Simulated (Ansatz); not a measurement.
# BeSiH (quartet): the correlation ladder at angle Be2–Si1–H3 = 102.4°, 6-31G

How much of the correlation energy of BeSiH (quartet) does each wave-function method recover here?

Program: Ansatz 0.2.0, Gaussian basis. Level of theory: 6-31G, core rule «outside noble gas», up to 6 orbitals frozen. These are calculated values, not measurements.

To be run: UHF; CCSD(T) on ROHF; CCSD(T) on UHF; BCCD(T) on ROHF; CISD as a restricted active space (open shells left free, so some higher excitations enter); CCSDT(Q) on ROHF; CCSDT(Q) on UHF; CCSDTQ on ROHF; CCSDTQ on UHF; CASSCF and MRCISD+Q, 5 electrons in 5 orbitals; CASSCF and NEVPT2, 5 electrons in 5 orbitals; CASSCF and MRCISD+Q, 7 electrons in 9 orbitals; CASSCF and NEVPT2, 7 electrons in 9 orbitals; Full CI.

11 further runs of the same task are left out: 8 that didn't finish, 3 set aside as unsound or not needed. Runs told in other sessions of the task aren't counted.

### 1 What is computed

The geometry derives from a PBE0/def2-TZVP stationary point (not a proven minimum). One angle is set to the value named; bond lengths are kept.

3 atoms, charge 0, spin multiplicity 4.

Atoms are counted from 1 here; the program's logs count them from 0.

Bond lengths: Si1–Be2 2.079 Å, Si1–H3 1.489 Å. Angles: Be2–Si1–H3 102.4°.

### 2 UHF

The input, in.yaml:

```yaml
crystal:
  periodic: [false, false, false]
  atoms:
    - {symbol: Si, position_ang: [-0.332808, 0.000000, 0.352536]}
    - {symbol: Be, position_ang: [0.970026, 0.000000, -1.267863]}
    - {symbol: H, position_ang: [0.600267, 0.000000, 1.513048]}
basis:
  gaussian: {orbitals: 6-31G}
magnetization: {spin_polarized: true, initial_magnetization: 3}
hamiltonian: {xc: hf}
output: {orbitals: {seedname: orbitals}}
```

Launch:

```bash
> ansatz run in.yaml --threads 1 --pin off --events-out ev --progress --plain --max-ram 2393MiB
```

After this run come: CCSD(T) on ROHF; CCSD(T) on UHF; BCCD(T) on ROHF; CISD as a restricted active space (open shells left free, so some higher excitations enter); CCSDT(Q) on ROHF; CCSDT(Q) on UHF; CCSDTQ on ROHF; CCSDTQ on UHF; CASSCF and MRCISD+Q, 5 electrons in 5 orbitals; CASSCF and NEVPT2, 5 electrons in 5 orbitals; CASSCF and MRCISD+Q, 7 electrons in 9 orbitals; CASSCF and NEVPT2, 7 electrons in 9 orbitals; Full CI.

Before running them: what should the planned runs give, taken together? Wanted: FCI from the RHF energy; RMP2 from FCI; UMP2 from FCI; RCCSD from FCI; RCCSD(T) from FCI; UCCSD(T) from FCI; RCCSDT(Q) from FCI; UCCSDT(Q) from FCI; NEVPT2 pair from FCI.

The runs gave:

| quantity | value |
| --- | --- |
| FCI from the ROHF energy | -1.6987 eV |
| RMP2 from FCI | +564.6 meV |
| UMP2 from FCI | +547.1 meV |
| RCCSD from FCI | +52.9 meV |
| RCCSD(T) from FCI | +17.2 meV |
| UCCSD(T) from FCI | +17.2 meV |
| RCCSDT(Q) from FCI | +0.3 meV |
| UCCSDT(Q) from FCI | 0.0 meV |
| NEVPT2 pair from FCI | +458.3 meV |
| MRCISD+Q pair from FCI | +6.8 meV |
| NEVPT2 valence from FCI | +156.0 meV |
| levels within 1 kcal/mol (43 meV) | RCCSD(T), UCCSD(T), BCCD(T), RCCSDT, UCCSDT, RCCSDT(Q), UCCSDT(Q), RCCSDTQ, UCCSDTQ, MRCISD+Q pair, MRCISD valence, MRCISD+Q valence |
| T1 diagnostic | 0.029 |
| effectively unpaired electrons | 3.03 |

RCCSD(T) misses by +17.2 meV, 1.0 % of the correlation energy. One determinant dominates. Of the multireference levels listed MRCISD+Q valence comes nearest in total energy (+6.1 meV), which doesn't show that its space is the better one. These misses are within one basis, not against nature; the frozen cores of restricted and unrestricted runs differ, which can shift their rows.

Levels on UHF freeze UHF's core orbitals, full CI those of ROHF, so the U rows can settle a little off it for that reason alone.

With open shells the CI space here admits some higher excitations, so it is larger than plain CISD.
